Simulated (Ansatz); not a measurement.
# C₃H₇BS: one species, many methods

How much do the methods differ for C₃H₇BS? The plan is to run it at one geometry with functionals of several rungs and with coupled cluster. The yardstick is the atomisation energy at the CCSD(T) limit.

Program: Ansatz 0.2.0, Gaussian basis. Level of theory: functionals in def2-TZVPP, the program's frozen cores in correlated methods. These are calculated values, not measurements.

Levels to be run: PBE-D4, r2SCAN-D4, PBE0-D4, B3LYP-D4, ωB97X-V, ωB97M-V, B2PLYP; CCSD(T)/def2-TZVPP; MP2/def2-QZVPP; extrapolation to the limit.

### 1 The geometry

The geometry comes from an earlier relaxation with PBE0-D4 in a triple-zeta def2 set; it is a stationary point, not always the lowest conformer.

SMILES `SC1CBC1`, 12 atoms, charge 0, spin multiplicity 1.

Atoms are counted from 1 here; the program's logs count them from 0.

Bond lengths: S1–C2 1.811 Å, S1–H6 1.344 Å, C2–C3 1.546 Å, C2–C5 1.546 Å, C2–H7 1.091 Å, C3–B4 1.573 Å, C3–H8 1.099 Å, C3–H9 1.090 Å, B4–C5 1.572 Å, B4–H10 1.195 Å, C5–H11 1.097 Å, C5–H12 1.091 Å. Angles: C2–S1–H6 97.5°, S1–C2–C3 113.9°, S1–C2–C5 119.8°, S1–C2–H7 108.7°, C3–C2–C5 92.7°, C3–C2–H7 110.1°, C5–C2–H7 110.7°, C2–C3–B4 85.5°, C2–C3–H8 109.8°, C2–C3–H9 119.0°, B4–C3–H8 108.8°, B4–C3–H9 123.9°, H8–C3–H9 108.0°, C3–B4–C5 90.7°, C3–B4–H10 134.2°, C5–B4–H10 134.7°, C2–C5–B4 85.5°, C2–C5–H11 109.6° and more.

### 2 PBE-D4 (GGA)

in.yaml reads:

```yaml
crystal:
  periodic: [false, false, false]
  atoms:
    - {symbol: S, position_ang: [-1.481241, 0.086186, 1.710345]}
    - {symbol: C, position_ang: [0.007231, 0.055794, 0.679795]}
    - {symbol: C, position_ang: [0.173002, -1.244058, -0.140983]}
    - {symbol: B, position_ang: [0.723196, -0.308666, -1.279191]}
    - {symbol: C, position_ang: [0.088813, 0.948528, -0.580266]}
    - {symbol: H, position_ang: [-1.342819, 1.336212, 2.183551]}
    - {symbol: H, position_ang: [0.878216, 0.209183, 1.318784]}
    - {symbol: H, position_ang: [-0.813689, -1.622995, -0.441295]}
    - {symbol: H, position_ang: [0.734984, -2.072931, 0.289796]}
    - {symbol: H, position_ang: [1.438426, -0.475350, -2.221890]}
    - {symbol: H, position_ang: [-0.920156, 1.118833, -0.977075]}
    - {symbol: H, position_ang: [0.591037, 1.914266, -0.507671]}
basis:
  gaussian: {orbitals: def2-TZVPP}
hamiltonian: {xc: pbe, dispersion: d4}
output: {forces: true, orbitals: {seedname: orbitals}}
```

Run with:

```bash
$ ansatz run in.yaml --threads 4 --pin off --events-out ev --progress --plain --max-ram 10444MiB
```

The runs that follow: r2SCAN-D4 (meta-GGA); PBE0-D4 (hybrid); B3LYP-D4 (hybrid); ωB97X-V (range-separated); ωB97M-V (range-separated); B2PLYP (double hybrid); CCSD(T) in def2-TZVPP; MP2 in def2-QZVPP.

Q: Predict the results of all the runs planned. Wanted: atomisation energy, CCSD(T)/CBS; farthest; mean size of error, hybrid; mean size of error, range-separated; gap, smallest and largest; T1 diagnostic; triples share of the correlation energy.

**Answer**, as computed:

```
                               quantity                                value
        atomisation energy, CCSD(T)/CBS                        4566.7 kJ/mol
 functionals within 22.8 kJ/mol (0.5 %)                             B3LYP-D4
                               farthest               PBE-D4 (+126.5 kJ/mol)
             mean size of error, hybrid                          41.7 kJ/mol
    mean size of error, range-separated                          38.5 kJ/mol
              gap, smallest and largest  3.12 eV (PBE-D4), 9.93 eV (ωB97X-V)
                          T1 diagnostic                               0.0107
triples share of the correlation energy                                4.2 %
```

PBE-D4 is off by +126.5 kJ/mol. Double hybrids carry the basis error of their MP2 part in triple zeta, and no dispersion term here, so their miss is partly the set-up's. Misses under about 22.8 kJ/mol are within the doubt on the reference itself, which lacks core-valence correlation, relativity and higher excitations. Hartree-Fock recovers 75 % of the binding; the rest is correlation. Orbital gaps span 3.1 to 9.9 eV; exact exchange widens them.
